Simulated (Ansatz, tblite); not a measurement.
# ZnS with GFN1-xTB from a Python script

These are simulated results from tblite 0.8.0, not measurements. The cell was built from a prototype and was relaxed with r2SCAN in plane waves (Ansatz 0.2.0). Not every such cell is a known phase. All runs are without spin polarisation.

Space group F-43m (No. 216), cubic; conventional cell a = 5.388 Å, 19.55 Å³ an atom. Zn is surrounded by 4 S at 2.33 Å; S is surrounded by 4 Zn at 2.33 Å.

tblite solves periodic systems at the zone centre alone, so the script builds a cluster of 2×2×2 conventional cells (64 atoms), which folds in a coarse mesh of k points.

The script, run.py:

```python
import json
from ase import Atoms
from ase.build import make_supercell
from ase.units import Bohr, GPa, Hartree
from tblite.interface import Calculator

atoms = Atoms(['Zn', 'S'],
              cell=[[0.0, 2.694086, 2.694086], [2.694086, 0.0, 2.694086], [2.694086, 2.694086, 0.0]],
              scaled_positions=[[-0.0, 0.0, 0.0], [0.25, 0.25, 0.25]],
              pbc=True)
cluster = make_supercell(atoms, [[-2, 2, 2], [-2, -2, 2], [2, -2, 2]])
calc = Calculator('GFN1-xTB', cluster.numbers, cluster.positions / Bohr, lattice=cluster.cell[:] / Bohr, periodic=cluster.pbc)
calc.set('temperature', 0.02 / Hartree)
calc.set('max-iter', 150)
res = calc.singlepoint()
levels = res.get('orbital-energies') * Hartree
nv = round(res.get('orbital-occupations').sum() / 2)
cells = len(cluster) // len(atoms)
out = {'energy_per_cell': res.get('energy') * Hartree / cells, 'homo': levels[nv - 1], 'lumo': levels[nv],
       'stress': (-res.get('virial') * Hartree / cluster.get_volume() / GPa).tolist(), 'charges': res.get('charges')[:len(atoms)].tolist(), 'electrons': 2 * nv / cells}
json.dump(out, open('results.json', 'w'))
for key, value in out.items():
    print(key, value)
```

Command: `python run.py`. It took 2.6 s on 1 thread of Intel(R) Xeon(R) 6975P-C (Granite Rapids), on a shared host, peak memory 0.12 GiB.

Output:

```
------------------------------------------------------------
  cycle        total energy    energy error   density error
------------------------------------------------------------
      1     -142.5719898956  -1.4235065E+02   7.6810446E-01
      2     -145.6079335422  -3.0359436E+00   3.3919043E-01
      3     -146.3595197533  -7.5158621E-01   2.5330369E-01
      4     -146.6087603724  -2.4924062E-01   5.0889104E-02
      5     -146.6497754003  -4.1015028E-02   8.8882382E-03
      6     -146.6507571977  -9.8179744E-04   1.4365092E-03
      7     -146.6507566929   5.0485124E-07   1.0472617E-03
      8     -146.6507735280  -1.6835081E-05   2.7956316E-04
      9     -146.6507744773  -9.4933344E-07   1.5288407E-05
------------------------------------------------------------

 total:                                   2.221 sec
energy_per_cell -124.7053385960703
homo -12.320780373155152
lumo -12.320780373155147
stress [[9.745237045645329, -3.347476832998572e-06, 3.347476868959521e-06], [-3.3474768328180957e-06, 9.745237045645293, 3.3474768142723754e-06], [3.347476868890509e-06, 3.3474768142659447e-06, 9.745237045645306]]
charges [0.24245756968993826, -0.2424298501213334]
electrons 8.0
```

The cycle table is in hartree for the whole cluster, and the lines after it are in eV (the energy for one cell). The printed stress is in GPa and positive in compression, and the pressure is its mean diagonal.

GFN1-xTB gives no gap at the points read. On the same cell, plane-wave PBE (Ansatz, 8×8×8 k points and the special points) gives a gap of 2.15 eV and r2SCAN a gap of 2.71 eV; on shared hosts these took about 1 and 2.3 core-seconds on the 2-atom cell, against 2.6 for the script. Semilocal gaps usually lie below measured ones. This method closes a gap that PBE finds, a failure in kind.

The same script was run on cells scaled at fixed shape and fractional coordinates:

```
volume (Å³/atom)  energy (meV/atom)  pressure (GPa, positive in compression)  gap (eV)
           17.21              242.1                                    24.94      0.00
           18.38               93.6                                    16.11      0.00
           19.55                0.0                                     9.75      0.00
           20.73              -53.4                                     5.05      0.00
           21.90              -77.0                                     1.57      0.00
```

The minimum lies beyond the largest of these volumes.

xTB was fitted mostly to molecules, and a small cluster samples few k points, so gaps, pressures and kinks along a curve can be far from a solid's.
